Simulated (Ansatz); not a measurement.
# HfIn4SiO6 (P312) in Ansatz: band structure with PBEsol

Aim: the band structure of HfIn4SiO6 with PBEsol.

Everything below comes from runs of Ansatz 0.2.0. Logs are shortened: lines on timing, memory, paths and dates and some standing lists are left out, and cuts for length are marked.

### Step 1. The crystal as given

It takes space group P312 (No. 149, trigonal). Conventional cell: a = 5.277 Å, b = 5.277 Å, c = 10.559 Å, α = 90.00°, β = 90.00°, γ = 120.00°. Hf (site symmetry 32) has 6 O at 2.10 Å as nearest neighbours. Around In (site symmetry 3) lie 3 O at 2.62 Å. Around In (site symmetry 3) lie 3 O at 2.32 Å. Si (site symmetry 32) is surrounded by 6 O at 1.83 Å. O (site symmetry 1) has 1 Si at 1.83 Å and 1 Hf at 2.10 Å as nearest neighbours.

The cell was built by a generator and needn't be a form met in nature.

### Step 2. Band structure, PBEsol

Input file input.yaml:

```yaml
crystal:
  lattice:
    - [5.27743, 0.0, 0.0]
    - [-2.63872, 4.57039, 0.0]
    - [0.0, 0.0, 10.55905]
  atoms:
    - { symbol: Hf, position: [0.66667, 0.33333, 0.0] }
    - { symbol: In, position: [0.0, 0.0, 0.30446] }
    - { symbol: In, position: [0.0, 0.0, 0.69554] }
    - { symbol: In, position: [0.33333, 0.66667, 0.78919] }
    - { symbol: In, position: [0.33333, 0.66667, 0.21081] }
    - { symbol: Si, position: [0.0, 0.0, 0.0] }
    - { symbol: O, position: [0.973, 0.70496, 0.89972] }
    - { symbol: O, position: [0.29504, 0.027, 0.10028] }
    - { symbol: O, position: [0.29504, 0.26804, 0.89972] }
    - { symbol: O, position: [0.73196, 0.70496, 0.10028] }
    - { symbol: O, position: [0.73196, 0.027, 0.89972] }
    - { symbol: O, position: [0.973, 0.26804, 0.10028] }
hamiltonian:
  xc: pbesol
  pseudopotentials: { kind: paw }
kpoints:
  mp_grid: { grid: [6, 6, 3] }
  band_path:
    path:
      - [[0.0, 0.0, 0.0], [0.5, 0.0, 0.0], [0.3333333333, 0.3333333333, 0.0], [0.0, 0.0, 0.0], [0.0, 0.0, 0.5], [0.5, 0.0, 0.5], [0.3333333333, 0.3333333333, 0.5], [0.0, 0.0, 0.5]]
      - [[0.5, 0.0, 0.5], [0.5, 0.0, 0.0]]
      - [[0.3333333333, 0.3333333333, 0.0], [0.3333333333, 0.3333333333, 0.5]]
    npoints: 10
scf:
  occupations: { method: fermi_dirac, width: 0.05 }
  n_extra_bands: 30
output:
  forces: true
  stress: true
  eigenvalues: true
  fatbands: false
```

Potentials or basis: Ansatz PAW.

Started as:

```sh
> ansatz run input.yaml --threads 8 --pin off --max-ram 20480MiB --backend cpu --events-out ev --progress --plain --runs-dir out
```

Log:

```text
Warning: the atoms were moved onto the symmetric positions of the space group found under crystal.symmetry.tolerance 1.0e-5 (fractional; no operation is sought that the atoms, as they stand in a round, miss by more than twice it, and no atom is moved by as much as it), and the run uses the moved positions. Before a round's move an operation carried an atom to 5.72e-5 Å from where it should land, the largest such distance. Atom 0 (counting from 0) moved farthest, by 3.05e-5 Å; the longest move in fractions of the cell, of whichever atom, is 0.47 of the tolerance, in 1 round. To run the atoms as typed, lower crystal.symmetry.tolerance until the operations that they miss are no longer found, or set crystal.symmetry.detect: false (a key that needs symmetry detection or time reversal refuses this as the deck is read). The positions used, in the order of the run's atom list: position: [0.6666666666666666, 0.3333333333333333, 0.0]; position: [4.664483385587344e-17, -2.288894781717933e-18, 0.30446]; position: [4.664483385587344e-17, -2.288894781717933e-18, 0.69554]; position: [0.3333333333333334, 0.6666666666666666, 0.78919]; position: [0.3333333333333334, 0.6666666666666666, 0.21081]; position: [4.664483385587344e-17, -2.288894781717933e-18, 0.0]; position: [0.973, 0.70496, 0.89972]; position: [0.29504, 0.027000000000000014, 0.10028]; position: [0.29504, 0.26803999999999994, 0.89972]; position: [0.73196, 0.70496, 0.10028]; position: [0.73196, 0.027000000000000014, 0.89972]; position: [0.973, 0.26803999999999994, 0.10028]; The lattice was moved too: crystal.lattice keeps the space group found at crystal.symmetry.tolerance 1.0e-5 only nearly: the operation that it misses by the most changes a squared length by the fraction 2.19e-6. The run uses the lattice that is a stretch of the typed one, with no rotation, onto the one that keeps every operation to a double's rounding (on a very oblique basis the stretch itself rounds by more); the deck's lattice vector that moved farthest moved by 3.02e-6 Å. To run the lattice as typed, set crystal.symmetry.tolerance under 5.05e-7, the least fraction by which an operation that the lattice misses changes a squared length (the same key also sets how far an atom may lie from its image, so lowering it can lose operations that the atoms keep only within it), or set crystal.symmetry.detect: false, as for the atoms. crystal.lattice made exact, in Å and degrees: [[5.277430896802439, 2.886751346061088e-6, 0.0], [-2.63871794840122, 4.5703877799721315, 0.0], [0.0, 0.0, 10.55905]]. Pasted over the deck's crystal.lattice, beside positions in fractional coordinates, it runs the same cell (given as lengths and angles, that cell in the form's own orientation, a rigid turn of the misfit's size from the one run here, for which a checkpoint.post_process_only pass over this run's state can be refused: where this run relaxes nothing, give such a pass this deck's own crystal.lattice, as typed; behind a relaxation, as crystal.lattice, the state's own cell, identity.cell in its checkpoint.json), and a matrix so pasted ends this notice, except on a very skew basis of the lattice, where the rounding of the pasted numbers themselves can read as a misfit: the cell is then moved again, and that move is told again. The lattice as run is in this notice's lattice.as_run_ang field (Run.prep()["deck_notices"] in Python, the deck_notice line of an events file, deck_notices of ansatz run --dry-run=json, or deck_notices in record.json in the deck's checkpoint.write directory).
Warning: RAYON_NUM_THREADS=8 ignored (pool sized by the plan → 8); use --threads N
scf.n_extra_bands = 30 over 59 filled bands (N_el = 118.0): the run solves 89 bands
Engine: ansatz 0.2.0, aarch64-unknown-linux-gnu
Pseudopotentials: kind: paw
Pseudopotential: Hf, paw, valence charge 26, recommended cutoff 420 eV (normal), Hf.paw.azcp
Pseudopotential: In, paw, valence charge 13, recommended cutoff 420 eV (normal), In.paw.azcp
Pseudopotential: Si, paw, valence charge 4, recommended cutoff 420 eV (normal), Si.paw.azcp
Pseudopotential: O, paw, valence charge 6, recommended cutoff 420 eV (normal), O.paw.azcp
Functional definition: PBEsol
  exchange = pbesol_x
  correlation = pbesol_c
Crystal: 12 atoms, lattice volume = 254.683 Å³
Basis set: ecut = 420 eV, 5021 PW (Γ), exchange–correlation on 72×72×144 points (8 copies of the dense FFT grid, shifted against one another)
Bands: 89, of which v1, the nominal top of the filled ones, is band 59 counted from 1 (58 counted from 0)
Symmetry: 6 space group operations
Space group: P312 (ITA 149), of the structure as read, at distance tolerance 6.3e-5 Å
k-points: 17 of 108 (time reversal used)
Non-local potential: Hf, projectors of the file, l = 0: 3, l = 1: 2, l = 2: 2, l = 3: 3
Non-local potential: In, projectors of the file, l = 0: 2, l = 1: 2, l = 2: 2, l = 3: 2
Non-local potential: Si, projectors of the file, l = 0: 2, l = 1: 2, l = 2: 2
Non-local potential: O, projectors of the file, l = 0: 2, l = 1: 2, l = 2: 1
PAW form: soft (Blöchl's): semilocal exchange-correlation on the pseudo side does not see the compensation charge
PAW frozen core: Hf, regenerated for the run's functional, and the local potential with it (the file was generated under x = pbe(κ = 0.804, μ = 0.2195149727645171), c = pbe(β = 0.06672455060314922))
[... 31 lines left out ...]
  E_band       = -693.025294
  E_kinetic    = 2478.788351
  E_local      = -25671.521333  (includes V_loc(G=0)·N_el)
  E_nonlocal   = 545.521887
  E_hartree    = 11606.642393
  E_xc         = -1644.821397
  E_vxc        = -1273.980789  (∫ρ·V_xc dr)
  E_paw        = -24542.715352  (= ΣΔE_a)
  E_vpaw       = 14.867671  (= ΣTr[D̂ρ^β])
  E_aug_tail   = 0.014773  (compensation charges beyond the density's cutoff)
  E_ewald      = -4467.162415
  E_core_change = 2.437990  (= ΣΔE_core)
  E_smearing   = -0.002714  (= −TS)
  E_closure    = 0.000000  (closes the sum)
  Σ components = -41692.817816   (vs F -41692.817816, Δ=0.00e0)
--- Forces (eV/Å), atoms counted from 1 ---
  atom   1  Hf    -0.00000000     0.00000000     0.00000000
  atom   2  In    -0.00000000     0.00000000    -0.32213862
  atom   3  In     0.00000000    -0.00000000     0.32213862
  atom   4  In     0.00000000     0.00000000     0.28340122
  atom   5  In     0.00000000     0.00000000    -0.28340122
  atom   6  Si     0.00000000     0.00000000    -0.00000000
  atom   7  O     -0.03889326    -0.02036629     0.09295064
  atom   8  O     -0.00180896     0.04386569    -0.09295064
  atom   9  O      0.03708435    -0.02349941     0.09295064
  atom  10  O      0.03889328    -0.02036624    -0.09295064
  atom  11  O      0.00180891     0.04386570     0.09295064
  atom  12  O     -0.03708433    -0.02349945    -0.09295064
  max |Σ_I F_I| component: 5.55e-17 eV/Å
--- Stress (GPa, compression-positive) ---
       -3.118420      -0.000000      -0.000000
       -0.000000      -3.118420       0.000000
       -0.000000       0.000000      -2.788825
  P = ⅓ Tr σ = -3.0086 GPa (-30.086 kbar)
--- Band table (eV; the first three rows and the last of 17) ---
  k-point 0: bands = ["-55.6563", "-24.4977", "-24.4977", "-24.4967", "-13.9283", "-12.2027", "-12.2027", "-12.1785", "-11.5315", "-11.5315", "-7.8576", "-7.8576", "-7.8549", "-7.8549", "-7.7688", "-7.7688", "-7.7676", "-7.7567", "-7.7567", "-7.7409", "-7.5210", "-7.5210", "-7.5183", "-7.5180", "-7.5180", "-7.4902", "-7.4771", "-7.4771", "-7.4358", "-7.4358", "-5.5290", "-5.5207", "-5.5207", "-5.4877", "-5.4857", "-5.4813", "-5.4813", "-2.4791", "-0.5656", "-0.1762", "-0.1762", "-0.0393", "0.4496", "1.2326", "1.2326", "1.8746", "2.0338", "2.0338", "2.4280", "2.8469", "2.8469", "3.2833", "3.5081", "3.5081", "4.0679", "4.0679", "4.5201", "6.0243", "6.9459", "8.6116", "8.7590", "8.7590", "8.9340", "8.9340", "9.1554", "10.3781", "10.3781", "10.8716", "10.9747", "11.2841", "11.2841", "11.6219", "11.6219", "12.3934", "12.6738", "13.2194", "14.0570", "14.3638", "14.3638", "14.4982", "15.3359", "15.3359", "15.8986", "15.8986", "16.5772", "16.8797", "17.1624", "17.1624", "17.2753"]
  k-point 1: bands = ["-55.6563", "-24.4977", "-24.4977", "-24.4966", "-13.9283", "-12.2027", "-12.2027", "-12.1786", "-11.5315", "-11.5315", "-7.8574", "-7.8567", "-7.8558", "-7.8551", "-7.7672", "-7.7646", "-7.7635", "-7.7610", "-7.7582", "-7.7448", "-7.5212", "-7.5203", "-7.5186", "-7.5180", "-7.5178", "-7.4906", "-7.4771", "-7.4771", "-7.4358", "-7.4358", "-5.5290", "-5.5207", "-5.5207", "-5.4877", "-5.4857", "-5.4813", "-5.4813", "-2.4757", "-0.5375", "-0.1762", "-0.1762", "-0.0761", "0.3890", "1.2322", "1.2329", "1.8763", "2.0338", "2.0344", "2.7220", "2.8460", "2.8477", "3.2475", "3.5083", "3.5089", "4.0679", "4.0686", "4.1114", "6.3704", "6.7843", "8.6466", "8.6927", "8.9812", "9.0161", "9.0624", "9.2167", "9.9886", "10.3484", "10.3609", "11.1236", "11.1620", "11.3283", "11.6114", "11.7810", "12.5215", "12.6811", "13.5747", "14.2892", "14.4241", "14.4460", "14.6706", "15.0650", "15.1263", "15.8668", "16.0011", "16.0220", "16.3508", "16.9728", "17.2390", "17.5130"]
  k-point 2: bands = ["-55.6563", "-24.5002", "-24.4983", "-24.4963", "-13.8458", "-12.2870", "-12.2468", "-12.0841", "-11.5899", "-11.5339", "-7.8626", "-7.8606", "-7.8570", "-7.8534", "-7.7726", "-7.7659", "-7.7656", "-7.7560", "-7.7531", "-7.7426", "-7.5350", "-7.5302", "-7.5228", "-7.5175", "-7.5013", "-7.4882", "-7.4795", "-7.4675", "-7.4466", "-7.4367", "-5.5284", "-5.5220", "-5.5209", "-5.4890", "-5.4887", "-5.4830", "-5.4791", "-2.3631", "-0.5249", "-0.3630", "0.0045", "0.1437", "0.3222", "0.8292", "1.3136", "1.9204", "2.1968", "2.3183", "2.6091", "2.6787", "2.8066", "3.2668", "3.3408", "3.6210", "3.8658", "3.9579", "4.5855", "5.9010", "6.3734", "8.0241", "8.5144", "8.6046", "9.0972", "9.1555", "9.7598", "10.3346", "10.3470", "10.8477", "11.0154", "11.3006", "11.5685", "11.9004", "11.9659", "12.5012", "13.1959", "13.8188", "14.0725", "14.1585", "14.2792", "14.5976", "14.9856", "15.1967", "16.1192", "16.1951", "16.6305", "16.6542", "17.1963", "17.2120", "17.4253"]
  k-point 16: bands = ["-55.6563", "-24.5069", "-24.5021", "-24.4952", "-13.4573", "-12.5325", "-12.3196", "-12.0252", "-11.7953", "-11.5006", "-7.8990", "-7.8901", "-7.8301", "-7.8288", "-7.7894", "-7.7656", "-7.7595", "-7.7538", "-7.7507", "-7.7411", "-7.5748", "-7.5480", "-7.5184", "-7.5143", "-7.5006", "-7.4779", "-7.4756", "-7.4669", "-7.4628", "-7.4292", "-5.5282", "-5.5262", "-5.5226", "-5.5044", "-5.4997", "-5.4792", "-5.4651", "-1.7222", "-0.9118", "-0.5395", "0.2200", "0.3124", "0.5530", "0.8700", "1.2649", "1.5001", "2.0153", "2.0728", "2.8789", "3.1412", "3.2049", "3.2194", "3.3185", "3.6532", "3.9938", "4.0139", "4.3973", "4.5054", "5.1558", "7.0028", "7.5879", "9.0837", "9.5351", "9.5419", "9.8857", "10.0882", "10.8351", "11.0691", "11.8313", "11.8671", "11.9476", "12.6659", "12.8667", "13.1717", "13.4894", "13.5401", "13.8137", "14.1980", "14.3997", "14.4079", "15.4378", "15.7287", "16.1644", "16.7254", "16.9608", "17.2494", "17.2610", "17.9812", "18.0713"]
```

Run time: 26 s. Hardware: 8 threads of Arm Neoverse V2, shared host; peak memory 1.9 GiB.

Results:

```
Free energy            : -41692.8178 eV
Pressure               : -3.0 GPa
Largest force          : 0.322 eV/Å
Band gap on the k mesh : none (metal or under the smearing width)
```

Forces on the atoms (eV/Å):
```
Hf   0.000  0.000  0.000
In   0.000  0.000 -0.322
In   0.000  0.000  0.322
In   0.000  0.000  0.283
In   0.000  0.000 -0.283
Si   0.000  0.000  0.000
O   -0.039 -0.020  0.093
O   -0.002  0.044 -0.093
O    0.037 -0.023  0.093
O    0.039 -0.020 -0.093
O    0.002  0.044  0.093
O   -0.037 -0.023 -0.093
```

Levels at the corners of the path, in eV from the Fermi level:
```
point  band 57  band 58  band 59  band 60  band 61  band 62
    Γ    -2.41    -0.91     0.01     1.68     1.83     1.83
    M    -2.48    -2.05    -1.74     1.08     1.09     1.49
    K    -2.54    -2.24    -1.75     0.10     0.62     2.20
    Γ    -2.41    -0.91     0.01     1.68     1.83     1.83
    A    -2.86    -0.34    -0.32     1.71     1.71     2.13
    L    -2.87    -2.03    -1.87     0.91     1.38     1.52
    H    -2.69    -2.60    -1.70     0.15     0.56     2.28
    A    -2.86    -0.34    -0.32     1.71     1.71     2.13
    L    -2.87    -2.03    -1.87     0.91     1.38     1.52
    M    -2.48    -2.05    -1.74     1.08     1.09     1.49
    K    -2.54    -2.24    -1.75     0.10     0.62     2.20
    H    -2.69    -2.60    -1.70     0.15     0.56     2.28
```

Caveat: the pressure holds a Pulay correction of +0.3 GPa for the finite cutoff; spin-orbit coupling is left out, which moves the levels of the heavy elements; the PAW data sets come from PBE, with cores solved anew for the run's functional, which leaves a small shift of forces and pressure.
